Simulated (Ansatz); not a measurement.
# CH₈N₂Si₂: a ladder of functionals and wavefunction methods

How much do the methods differ for CH₈N₂Si₂? The plan is to run it at one geometry with functionals of several rungs and with coupled cluster. The yardstick is the atomisation energy at the CCSD(T) limit.

Computed with Ansatz 0.2.0, Gaussian basis. Level: functionals in def2-TZVPP, the program's frozen cores in correlated methods.

The runs, in order: PBE-D4, r2SCAN-D4, PBE0-D4, B3LYP-D4, ωB97X-V, ωB97M-V, B2PLYP; CCSD(T)/def2-TZVPP; MP2/def2-QZVPP; extrapolation to the limit.

## Step 1: The geometry

The geometry comes from an earlier relaxation with PBE0-D4 in a triple-zeta def2 set; it is a stationary point, not always the lowest conformer.

SMILES `N[SiH]1NC[SiH2]1`, 13 atoms, charge 0, spin multiplicity 1.

Atoms are counted from 1 here; the program's logs count them from 0.

Bond lengths: N1–Si2 1.708 Å, N1–H6 1.006 Å, N1–H7 1.006 Å, Si2–N3 1.724 Å, Si2–Si5 2.340 Å, Si2–H8 1.494 Å, N3–C4 1.467 Å, N3–H9 1.009 Å, C4–Si5 1.917 Å, C4–H10 1.096 Å, C4–H11 1.096 Å, Si5–H12 1.490 Å, Si5–H13 1.491 Å. Angles: Si2–N1–H6 123.0°, Si2–N1–H7 121.3°, H6–N1–H7 112.6°, N1–Si2–N3 114.3°, N1–Si2–Si5 127.0°, N1–Si2–H8 102.2°, N3–Si2–Si5 75.9°, N3–Si2–H8 117.8°, Si5–Si2–H8 118.8°, Si2–N3–C4 111.1°, Si2–N3–H9 130.1°, C4–N3–H9 118.3°, N3–C4–Si5 96.7°, N3–C4–H10 113.3°, N3–C4–H11 112.6°, Si5–C4–H10 112.3°, Si5–C4–H11 113.9°, H10–C4–H11 107.9° and more.

## Step 2: PBE-D4 (GGA)

File in.yaml:

```yaml
crystal:
  periodic: [false, false, false]
  atoms:
    - {symbol: N, position_ang: [-1.774540, -1.544131, 0.347118]}
    - {symbol: Si, position_ang: [-0.188052, -1.021171, -0.010857]}
    - {symbol: N, position_ang: [0.449873, 0.127700, 1.105185]}
    - {symbol: C, position_ang: [1.013267, 1.287391, 0.405005]}
    - {symbol: Si, position_ang: [0.426362, 0.794566, -1.352553]}
    - {symbol: H, position_ang: [-2.554389, -0.913912, 0.429263]}
    - {symbol: H, position_ang: [-2.060494, -2.494191, 0.182492]}
    - {symbol: H, position_ang: [0.541025, -2.315328, -0.171360]}
    - {symbol: H, position_ang: [0.586351, 0.057606, 2.102107]}
    - {symbol: H, position_ang: [2.105673, 1.348340, 0.477167]}
    - {symbol: H, position_ang: [0.598359, 2.236586, 0.762313]}
    - {symbol: H, position_ang: [1.511311, 0.708363, -2.370192]}
    - {symbol: H, position_ang: [-0.634345, 1.693381, -1.890790]}
basis:
  gaussian: {orbitals: def2-TZVPP}
hamiltonian: {xc: pbe, dispersion: d4}
output: {forces: true, orbitals: {seedname: orbitals}}
```

On the command line:

```console
> ansatz run in.yaml --threads 4 --pin off --events-out ev --progress --plain --max-ram 10444MiB
```

Further steps of the session: r2SCAN-D4 (meta-GGA); PBE0-D4 (hybrid); B3LYP-D4 (hybrid); ωB97X-V (range-separated); ωB97M-V (range-separated); B2PLYP (double hybrid); CCSD(T) in def2-TZVPP; MP2 in def2-QZVPP.

Before running them: what should the planned runs give, taken together? Wanted: atomisation energy, CCSD(T)/CBS; farthest; mean size of error, hybrid; mean size of error, range-separated; gap, smallest and largest; T1 diagnostic; triples share of the correlation energy.

**Answer**, as computed:

```
                               quantity                                  value
        atomisation energy, CCSD(T)/CBS                          4501.7 kJ/mol
 functionals within 22.5 kJ/mol (0.5 %)  r2SCAN-D4, PBE0-D4, B3LYP-D4, ωB97M-V
                               farthest                  PBE-D4 (+62.5 kJ/mol)
             mean size of error, hybrid                             7.9 kJ/mol
    mean size of error, range-separated                            28.3 kJ/mol
              gap, smallest and largest   4.82 eV (PBE-D4), 11.11 eV (ωB97X-V)
                          T1 diagnostic                                 0.0124
triples share of the correlation energy                                  3.9 %
```

What this shows: PBE-D4 is off by +62.5 kJ/mol. Double hybrids carry the basis error of their MP2 part in triple zeta, and no dispersion term here, so their miss is partly the set-up's. The reference freezes the cores and leaves out relativity and excitations past (T), so misses under about 22.5 kJ/mol can't be ranked. Hartree-Fock recovers 70 % of the binding; the rest is correlation. The gap grows from 4.8 to 11.1 eV across the functionals, mostly with the share of exact exchange.
